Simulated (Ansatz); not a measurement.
# Alloy of Ga2O3 and Al2O3 (45 of 48 Ga sites exchanged), 120 atoms, part 2 of 2

Ansatz 0.2.0, PAW. The steps go on from the part before.

## 3. HSE06 single point

Input file in.yaml:

```yaml
crystal:
  lattice:
    - [11.842220, 0.000000, -0.027948]
    - [0.000000, 8.778639, 0.000000]
    - [-2.714666, 0.000000, 10.960911]
  atoms:
    - { symbol: Al, position: [0.407418, 0.165529, 0.100815] }
    - { symbol: Al, position: [0.408734, 0.166978, 0.601344] }
    - { symbol: Al, position: [0.406810, 0.501631, 0.100959] }
    - { symbol: Al, position: [0.408910, 0.500175, 0.601446] }
    - { symbol: Al, position: [0.409552, 0.833327, 0.101506] }
    - { symbol: Al, position: [0.408742, 0.833400, 0.601471] }
    - { symbol: Al, position: [0.158302, 0.166872, 0.157634] }
    - { symbol: Al, position: [0.159919, 0.168561, 0.660263] }
    - { symbol: Al, position: [0.157896, 0.500388, 0.158699] }
    - { symbol: Al, position: [0.158462, 0.500124, 0.658544] }
    - { symbol: Al, position: [0.158389, 0.833289, 0.157373] }
    - { symbol: Al, position: [0.159883, 0.831881, 0.660207] }
    - { symbol: Al, position: [0.090236, 0.000206, 0.897518] }
    - { symbol: Al, position: [0.091788, 0.334796, 0.398682] }
    - { symbol: Al, position: [0.090373, 0.333453, 0.897487] }
    - { symbol: Al, position: [0.091997, 0.665637, 0.398732] }
    - { symbol: Al, position: [0.090323, 0.666885, 0.897506] }
    - { symbol: Al, position: [0.909684, 0.999964, 0.102100] }
    - { symbol: Al, position: [0.910973, 0.333474, 0.102027] }
    - { symbol: Al, position: [0.908211, 0.334804, 0.601213] }
    - { symbol: Al, position: [0.909577, 0.667116, 0.102070] }
    - { symbol: Al, position: [0.908644, 0.665648, 0.601468] }
    - { symbol: Al, position: [0.657683, 0.998696, 0.158487] }
    - { symbol: Al, position: [0.656816, 0.000078, 0.658816] }
    - { symbol: Al, position: [0.657647, 0.333444, 0.658395] }
    - { symbol: Al, position: [0.657413, 0.667969, 0.158685] }
    - { symbol: Al, position: [0.657603, 0.667028, 0.658521] }
    - { symbol: Al, position: [0.342726, 0.999999, 0.340741] }
    - { symbol: Al, position: [0.341712, 0.999829, 0.841389] }
    - { symbol: Al, position: [0.342217, 0.333449, 0.340740] }
    - { symbol: Al, position: [0.342215, 0.333935, 0.841543] }
    - { symbol: Al, position: [0.341972, 0.667098, 0.341032] }
    - { symbol: Al, position: [0.342007, 0.666779, 0.841147] }
    - { symbol: Al, position: [0.590578, 0.166426, 0.398345] }
    - { symbol: Al, position: [0.589144, 0.165980, 0.896123] }
    - { symbol: Al, position: [0.590420, 0.500730, 0.398247] }
    - { symbol: Al, position: [0.589791, 0.501231, 0.895960] }
    - { symbol: Al, position: [0.590788, 0.833414, 0.398127] }
    - { symbol: Al, position: [0.589835, 0.833362, 0.898004] }
    - { symbol: Al, position: [0.840620, 0.167902, 0.340031] }
    - { symbol: Al, position: [0.841540, 0.166964, 0.842288] }
    - { symbol: Al, position: [0.842070, 0.500765, 0.341723] }
    - { symbol: Al, position: [0.841968, 0.500265, 0.841201] }
    - { symbol: Al, position: [0.840682, 0.831905, 0.339553] }
    - { symbol: Al, position: [0.841644, 0.833302, 0.842156] }
    - { symbol: O, position: [0.338953, 0.166680, 0.444464] }
    - { symbol: O, position: [0.338065, 0.166551, 0.944315] }
    - { symbol: O, position: [0.339034, 0.499969, 0.444626] }
    - { symbol: O, position: [0.337761, 0.500782, 0.944389] }
    - { symbol: O, position: [0.338345, 0.833910, 0.444659] }
    - { symbol: O, position: [0.338779, 0.833213, 0.945098] }
    - { symbol: O, position: [0.326564, 0.167117, 0.216582] }
    - { symbol: O, position: [0.327562, 0.167673, 0.717640] }
    - { symbol: O, position: [0.325894, 0.500644, 0.216875] }
    - { symbol: O, position: [0.327142, 0.499991, 0.717140] }
    - { symbol: O, position: [0.327063, 0.832748, 0.216298] }
    - { symbol: O, position: [0.327196, 0.832873, 0.717508] }
    - { symbol: O, position: [0.002105, 0.172709, 0.371488] }
    - { symbol: O, position: [0.004566, 0.166836, 0.871031] }
    - { symbol: O, position: [0.005285, 0.500355, 0.372642] }
    - { symbol: O, position: [0.004827, 0.500108, 0.870791] }
    - { symbol: O, position: [0.002156, 0.827401, 0.371063] }
    - { symbol: O, position: [0.004678, 0.833588, 0.870934] }
    - { symbol: O, position: [0.161904, 0.000223, 0.053554] }
    - { symbol: O, position: [0.165589, 0.000262, 0.559985] }
    - { symbol: O, position: [0.160925, 0.333806, 0.054316] }
    - { symbol: O, position: [0.163687, 0.333999, 0.554942] }
    - { symbol: O, position: [0.161208, 0.666508, 0.054183] }
    - { symbol: O, position: [0.163750, 0.666292, 0.554997] }
    - { symbol: O, position: [0.835600, 0.999617, 0.440350] }
    - { symbol: O, position: [0.838836, 0.999994, 0.945881] }
    - { symbol: O, position: [0.836126, 0.333993, 0.444984] }
    - { symbol: O, position: [0.839155, 0.333809, 0.945622] }
    - { symbol: O, position: [0.837349, 0.666947, 0.445281] }
    - { symbol: O, position: [0.839529, 0.666724, 0.945211] }
    - { symbol: O, position: [0.175435, 0.000023, 0.278969] }
    - { symbol: O, position: [0.173696, 0.000143, 0.783681] }
    - { symbol: O, position: [0.173427, 0.333397, 0.282901] }
    - { symbol: O, position: [0.173858, 0.334100, 0.783262] }
    - { symbol: O, position: [0.173521, 0.667103, 0.282918] }
    - { symbol: O, position: [0.173760, 0.666302, 0.783174] }
    - { symbol: O, position: [0.826638, 0.999404, 0.216086] }
    - { symbol: O, position: [0.824324, 0.000143, 0.720592] }
    - { symbol: O, position: [0.830004, 0.334156, 0.218396] }
    - { symbol: O, position: [0.826268, 0.333386, 0.716801] }
    - { symbol: O, position: [0.826566, 0.667062, 0.216552] }
    - { symbol: O, position: [0.826291, 0.667010, 0.716629] }
    - { symbol: O, position: [0.494471, 0.000376, 0.127973] }
    - { symbol: O, position: [0.494244, 0.000200, 0.628191] }
    - { symbol: O, position: [0.489756, 0.333850, 0.126338] }
    - { symbol: O, position: [0.494649, 0.333498, 0.628380] }
    - { symbol: O, position: [0.494380, 0.666260, 0.127999] }
    - { symbol: O, position: [0.494573, 0.666869, 0.627927] }
    - { symbol: O, position: [0.504970, 0.999828, 0.371403] }
    - { symbol: O, position: [0.503947, 0.999535, 0.870399] }
    - { symbol: O, position: [0.505452, 0.333495, 0.370684] }
    - { symbol: O, position: [0.505203, 0.333886, 0.872560] }
    - { symbol: O, position: [0.504665, 0.667229, 0.371660] }
    - { symbol: O, position: [0.504089, 0.667131, 0.870378] }
    - { symbol: O, position: [0.662080, 0.160428, 0.051606] }
    - { symbol: O, position: [0.660780, 0.166415, 0.555040] }
    - { symbol: O, position: [0.662471, 0.506950, 0.051513] }
    - { symbol: O, position: [0.660706, 0.500218, 0.554878] }
    - { symbol: O, position: [0.660157, 0.833255, 0.054451] }
    - { symbol: O, position: [0.660909, 0.833913, 0.554992] }
    - { symbol: O, position: [0.673282, 0.162075, 0.283774] }
    - { symbol: O, position: [0.672610, 0.167562, 0.782800] }
    - { symbol: O, position: [0.673739, 0.505578, 0.284318] }
    - { symbol: O, position: [0.673309, 0.500228, 0.782492] }
    - { symbol: O, position: [0.672352, 0.832967, 0.282084] }
    - { symbol: O, position: [0.672646, 0.832772, 0.783418] }
    - { symbol: O, position: [0.995748, 0.166269, 0.128464] }
    - { symbol: O, position: [0.998397, 0.173103, 0.628910] }
    - { symbol: O, position: [0.995506, 0.500724, 0.128656] }
    - { symbol: O, position: [0.995192, 0.500043, 0.627677] }
    - { symbol: O, position: [0.995616, 0.833577, 0.128353] }
    - { symbol: O, position: [0.998652, 0.827410, 0.629181] }
    - { symbol: Ga, position: [0.091219, 0.000055, 0.398492] }
    - { symbol: Ga, position: [0.909447, 0.000097, 0.601803] }
    - { symbol: Ga, position: [0.656496, 0.333955, 0.155177] }
kpoints:
  mp_grid: { grid: [1, 1, 1] }
hamiltonian:
  xc: hse06
scf:
  occupations: { method: fermi_dirac, width: 0.01 }
output:
  forces: true
  eigenvalues: true
  populations: true
  eigenstates: { kpoints: [[0, 0, 0]], e_range: [-6.0, 6.0], localisation: true }
```

Run with:

```sh
> ansatz run in.yaml --threads 4 --pin off --max-ram 42750MiB --runs-dir r --events-out ev --progress --plain --backend cuda --devices 0, --max-vram 37GiB
```

Log:

```text
Pseudopotentials: kind: paw
Functional definition: HSE06
  parameter a = 0.25
  parameter omega = 0.11/bohr
  exchange = pbe_x - a*pbe_x_sr(omega) + a*exact_x_sr(omega)
  correlation = pbe_c
Crystal: 120 atoms, lattice volume = 1138.815 Å³
Basis set: ecut = 420 eV, 22255 PW (Γ), exchange–correlation on 160×120×160 points (8 copies of the dense FFT grid, shifted against one another)
Bands: 423, of which v1, the nominal top of the filled ones, is band 303 counted from 1 (302 counted from 0)
Symmetry: 1 space group operations
Space group: P1 (ITA 1), of the structure as read, at distance tolerance 1.0e-4 Å
k-points: 1
Non-local potential: Al, projectors of the file, l = 0: 2, l = 1: 2, l = 2: 1
Non-local potential: O, projectors of the file, l = 0: 2, l = 1: 2, l = 2: 1
Non-local potential: Ga, projectors of the file, l = 0: 2, l = 1: 2, l = 2: 3, l = 3: 1
PAW form: soft (Blöchl's): semilocal exchange-correlation on the pseudo side does not see the compensation charge
PAW frozen core: Al, regenerated for the run's functional, and the local potential with it (the file was generated under x = pbe(κ = 0.804, μ = 0.2195149727645171), c = pbe(β = 0.06672455060314922))
PAW frozen core: O, regenerated for the run's functional, and the local potential with it (the file was generated under x = pbe(κ = 0.804, μ = 0.2195149727645171), c = pbe(β = 0.06672455060314922))
PAW frozen core: Ga, regenerated for the run's functional, and the local potential with it (the file was generated under x = pbe(κ = 0.804, μ = 0.2195149727645171), c = pbe(β = 0.06672455060314922))
PAW one-centre angular grid: Al, 110 points (default); XC on 64 Gauss nodes
PAW one-centre angular grid: O, 110 points (default); XC on 96 Gauss nodes
PAW one-centre angular grid: Ga, 590 points (default); XC on 64 Gauss nodes
Initial density: superposition of atomic densities (neutral atoms: chi_scale 0, normalization atom), corrected by the library's trained network
Initial wavefunctions: pseudopotential atomic-orbital guess
Functional: x = pbe(κ = 0.804, μ = 0.2195149727645171), c = pbe(β = 0.06672455060314922), warm-up for x = pbe(κ = 0.804, μ = 0.2195149727645171) + 0.25 (exact − pbe) at short range (hse, ω = 0.20786987370883472 Å⁻¹), c = pbe(β = 0.06672455060314922); HSE06 as pw.x's `hse` composes it (authors' and Libxc's form: `xc: wpbeh`)
SCF iter   1: F=—  HF=-76560.514848 eV  |F-HF|=—  |Δ(HF+E_count)|=         —  Δρ=2.23e-3  dr2=4.80e-2  ethr=1.77e-3  ⟨swp⟩=16.0  Hψ=2419  notcnv=0
preconditioner: auto → none  [insulator: Δε(μ)=4.429 eV  Ē_g=16.795 eV  σ=0.010 eV  W_gap=1.00  n_scr=296 (ndim 8)  ℏωp=27.1 eV  f_vac=0.000  D(μ)=0.00/eV (n_scr^D=0)]
iter 2 solved again at ethr=6.25e-7 eV; its pass at ethr=7.93e-6 eV (dr2=3.79e-3 eV) is discarded
SCF iter   2: F=—  HF=-76560.540735 eV  |F-HF|=—  |Δ(HF+E_count)|=   2.59e-2  Δρ=8.78e-4  dr2=3.80e-3  ethr=6.25e-7  ⟨swp⟩=5.0  Hψ=2474  notcnv=0  defer=17
SCF iter   3: F=-76560.545111 eV  HF=-76560.544492 eV  |F-HF|=6.19e-4  |Δ(HF+E_count)|=   3.76e-3  Δρ=2.99e-4  dr2=4.21e-4  ethr=6.25e-7  ⟨swp⟩=7.0  Hψ=1038  notcnv=0  defer=13
SCF 1 stopped early in 3 iterations: F = -76560.545111 eV  dr2 = 4.21e-4
Initial density: handed on by an earlier stage of this run
Initial wavefunctions: those handed on with the density
Functional: x = pbe(κ = 0.804, μ = 0.2195149727645171) + 0.25 (exact − pbe) at short range (hse, ω = 0.20786987370883472 Å⁻¹), c = pbe(β = 0.06672455060314922); HSE06 as pw.x's `hse` composes it (authors' and Libxc's form: `xc: wpbeh`)
Exchange kernel: α = 0.2500, screened, ω = 0.2079 Å⁻¹, Wigner–Seitz truncation, v(0) = 917.7841 eV·Å³, q-mesh 1×1×1, nearest image of the exchange supercell L = 8.78 Å, pair-density grid 60×45×54, without the augmentation charges, whose exchange is taken in its separable form (sized by the pseudopotential files, 80×60×75 at the most), smooth part of the exact exchange by density-matrix convolution [...]
Frozen-core exchange: fock
SCF iter   1: F=—  HF=-76576.317342 eV  |F-HF|=—  |Δ(HF+E_count)|=         —  Δρ=8.26e-3  dr2=4.34e-1  ethr=6.94e-7  ⟨swp⟩=20.0  Hψ=2436  notcnv=1
preconditioner: auto → none  [insulator: Δε(μ)=6.236 eV  Ē_g=19.363 eV  σ=0.010 eV  W_gap=1.00  n_scr=296 (ndim 8)  ℏωp=27.1 eV  f_vac=0.000  D(μ)=0.00/eV (n_scr^D=0)]
SCF iter   2: F=—  HF=-76576.160011 eV  |F-HF|=—  |Δ(HF+E_count)|=   1.57e-1  Δρ=4.04e-3  dr2=8.01e-2  ethr=6.94e-7  ⟨swp⟩=5.0  Hψ=1751  notcnv=0
SCF iter   3: F=—  HF=-76576.346170 eV  |F-HF|=—  |Δ(HF+E_count)|=   1.86e-1  Δρ=1.75e-3  dr2=2.71e-2  ethr=6.94e-7  ⟨swp⟩=8.0  Hψ=1690  notcnv=0
SCF iter   4: F=—  HF=-76576.337151 eV  |F-HF|=—  |Δ(HF+E_count)|=   9.02e-3  Δρ=2.37e-4  dr2=5.54e-4  ethr=6.94e-7  ⟨swp⟩=4.0  Hψ=1448  notcnv=0
SCF iter   5: F=—  HF=-76576.339063 eV  |F-HF|=—  |Δ(HF+E_count)|=   1.91e-3  Δρ=1.98e-4  dr2=3.71e-4  ethr=5.55e-8  ⟨swp⟩=9.0  Hψ=1300  notcnv=0  defer=1
SCF iter   6: F=-76576.338979 eV  HF=-76576.338984 eV  |F-HF|=4.95e-6  |Δ(HF+E_count)|=   7.86e-5  Δρ=3.14e-5  dr2=1.71e-5  ethr=5.55e-8  ⟨swp⟩=5.0  Hψ=931  notcnv=0  defer=1
SCF 2 stopped early in 6 iterations: F = -76576.338979 eV  dr2 = 1.71e-5
  Residual-converged pass: ⟨swp⟩=4.0  Hψ=1177  notcnv=0  max |occ|·‖R‖ = 5.1e-6 eV (tolerance 6.7e-6 eV)  dr2=1.80e-5  dr2_onsite=2.50e-6  max |Δocc| = 0.0e0
[... from here the SCF cycle lines were not kept, up to the last twenty ...]
hybrid outer 1: dexx = +2.182e-1 eV, tail = 2.80e-4 eV
SCF iter   1: F=—  HF=-76576.337201 eV  |F-HF|=—  |Δ(HF+E_count)|=         —  Δρ=5.09e-5  dr2=2.15e-5  ethr=2.31e-7  ⟨swp⟩=20.0  Hψ=1328  notcnv=1
preconditioner: auto → none  [insulator: Δε(μ)=6.250 eV  Ē_g=19.341 eV  σ=0.010 eV  W_gap=1.00  n_scr=296 (ndim 8)  ℏωp=27.1 eV  f_vac=0.000  D(μ)=0.00/eV (n_scr^D=0)]
SCF iter   2: F=—  HF=-76576.337196 eV  |F-HF|=—  |Δ(HF+E_count)|=   4.25e-6  Δρ=1.57e-5  dr2=1.25e-6  ethr=3.01e-9  ⟨swp⟩=6.0  Hψ=1018  notcnv=0
SCF iter   3: F=—  HF=-76576.337200 eV  |F-HF|=—  |Δ(HF+E_count)|=   3.53e-6  Δρ=8.70e-6  dr2=4.84e-7  ethr=1.41e-10  ⟨swp⟩=9.0  Hψ=1366  notcnv=0  defer=7
SCF iter   4: F=-76576.337200 eV  HF=-76576.337200 eV  |F-HF|=4.54e-9  |Δ(HF+E_count)|=   4.94e-8  Δρ=1.29e-6  dr2=1.40e-8  ethr=7.45e-11  ⟨swp⟩=7.0  Hψ=868  notcnv=0  defer=5
SCF 3 converged in 4 iterations: F = -76576.337200 eV  dr2 = 1.40e-8
  Residual-converged pass: ⟨swp⟩=3.0  Hψ=788  notcnv=0  max |occ|·‖R‖ = 3.1e-6 eV (tolerance 3.4e-6 eV)  dr2=1.43e-8  dr2_onsite=1.24e-9  max |Δocc| = 0.0e0
hybrid outer 2: dexx = +3.216e-6 eV, tail = 7.54e-8 eV, Δε = 1.92e-3 eV (about 3.39e-5 eV left of the loop's levels), ΔF = 3.47e-3 eV/Å (tail 3.34e-4)
NSCF: frozen V_eff on 1 k-points
hybrid SCF converged: 2 outer / 10 inner (+3 warm-up), last move |dexx| = 3.22e-6 eV, tail = 7.54e-8 eV
Stability not checked: this state was not tested for a lower state beside it, because the functional holds exact exchange (a hybrid, or Hartree-Fock), whose exchange loop this test does not read (fock_operator; see scf.lower_state_search)
Free energy (F): -76576.337200 eV
Harris-Foulkes:  -76576.337200 eV  (|F-HF|=4.54e-9)
Internal energy: -76576.337200 eV  (E = F + TS)
E sigma→0 (E₀):  -76576.337200 eV
Fermi energy:    8.781960 eV
--- Per-component energies (eV) ---
  E_band       = -1113.431828
  E_kinetic    = 14461.082169
  E_local      = -33278.077102  (includes V_loc(G=0)·N_el)
  E_nonlocal   = 5090.880474
  E_hartree    = 13135.583628
  E_xc         = -5969.050949
  E_vxc        = -6709.222944  (∫ρ·V_xc dr)
  E_exx        = -1761.567874  (= α·E_x^exact, valence–valence)
  E_paw        = -38162.677013  (= ΣΔE_a)
  E_vpaw       = -3426.308007  (= ΣTr[D̂ρ^β])
  E_aug_tail   = 0.179058  (compensation charges beyond the density's cutoff)
  E_ewald      = -30089.088577
  E_core_change = -3.600936  (= ΣΔE_core)
  E_smearing   = -0.000000  (= −TS)
  E_closure    = -0.000079  (closes the sum)
  Σ components = -76576.337200   (vs F -76576.337200, Δ=0.00e0)
--- Forces (eV/Å), atoms counted from 1 ---
  atom   1  Al     0.04756566     0.02204900     0.00150523
  atom   2  Al     0.06374420     0.00241440     0.00911327
[... 57 atoms left out ...]
  atom  60  O      0.17330392     0.00288369     0.08479624
[... 3 atoms left out ...]
  atom  64  O     -0.15121500     0.00009022    -0.09507743
[... 6 atoms left out ...]
  atom  71  O      0.15034857     0.00047947     0.09159317
[... 2 atoms left out ...]
  atom  74  O      0.14404016    -0.00394593     0.09074637
[... 17 atoms left out ...]
  atom  92  O     -0.15089521     0.00174359    -0.07897460
[... 7 atoms left out ...]
  atom 100  O     -0.15868352     0.03362114    -0.09511911
[... 1 atom left out ...]
  atom 102  O     -0.16149226    -0.03671820    -0.09344394
[... 12 atoms left out ...]
  atom 115  O     -0.17052900     0.00016288    -0.08331462
[... 5 atoms left out ...]
  max |Σ_I F_I| component: 9.79e-5 eV/Å
--- Band table (eV) ---
  k-point 0: bands = [... 291 lower levels ..., "5.0729", "5.1320", "5.1450", "5.1544", "5.1718", "5.1924", "5.2241", "5.2432", "5.2693", "5.2783", "5.3857", "5.6572", "11.9067", "13.5128", "13.6232", "13.9296", "14.0166", "14.2985", "14.3799", "14.5551", "14.5959", "14.6590", "14.7438", "14.7780", ... 108 higher levels ...]
--- Löwdin populations: 120 sites ---
  site symbol       q [e]
     0     Al      1.5829
     1     Al      1.5846
[... 118 atoms left out ...]
  spilling = 0.007724 (of n_electrons = 606.000000)
```

Run time: 56 s. Hardware: 1 × NVIDIA H100 80GB HBM3 with 4 threads of AMD EPYC 7R13, shared host; peak host memory 3.8 GiB.

At the Γ point alone the filled levels end at 5.657 eV and the empty ones begin at 11.907 eV, a spacing of 6.25 eV.

Frontier states and how far they spread:

```csv
level (eV),spin,filling,atoms sharing it,main element,its share,largest atom
-0.46,both,2.00,44.7,O,0.95,–
-0.43,both,2.00,26.4,O,0.95,–
-0.41,both,2.00,15.2,O,0.95,O88 (0.11)
-0.39,both,2.00,16.5,O,0.95,O115 (0.11)
-0.38,both,2.00,11.6,O,0.95,O113 (0.12)
-0.27,both,2.00,30.9,O,0.95,–
0.00,both,2.00,56.5,O,0.96,–
6.25,both,0.00,102.5,O,0.59,–
```

On these atoms HSE06 leaves forces up to 0.19 eV/Å (on O60), as they were relaxed at another level of theory (and may have been on other k points).

## 4. Outcome

The summary covers parts 1 to 2. Changes of volume or cell count from the first structure of part 1.

```
             level        time   k points  top filled to lowest empty (eV)
PBEsol, relaxation  14 s (GPU)  (¼, ¼, ¼)                             5.03
             HSE06  56 s (GPU)          Γ                             6.25
```

```
     quantity                                                                         value
   relaxation                                              7 recorded steps, 1.90 eV gained
largest shift                                                                  0.11 Å (O65)
 relaxed cell  a = 11.842 Å, b = 8.779 Å, c = 11.292 Å, α = 90.00°, β = 104.05°, γ = 90.00°
   mean bonds                                                      Al–O 1.868, Ga–O 1.901 Å
```

**In words.** The relaxation lowers the energy by 1.90 eV; the largest shift is 0.11 Å (O65), while the volume changes by +0.0 %. The mean lengths of the listed bonds run from Al–O 1.87 Å to Ga–O 1.90 Å. Rows on different k points differ by sampling as well as by level. With one k point the spacing samples only the states that fold onto it, so it can exceed the gap over the zone.
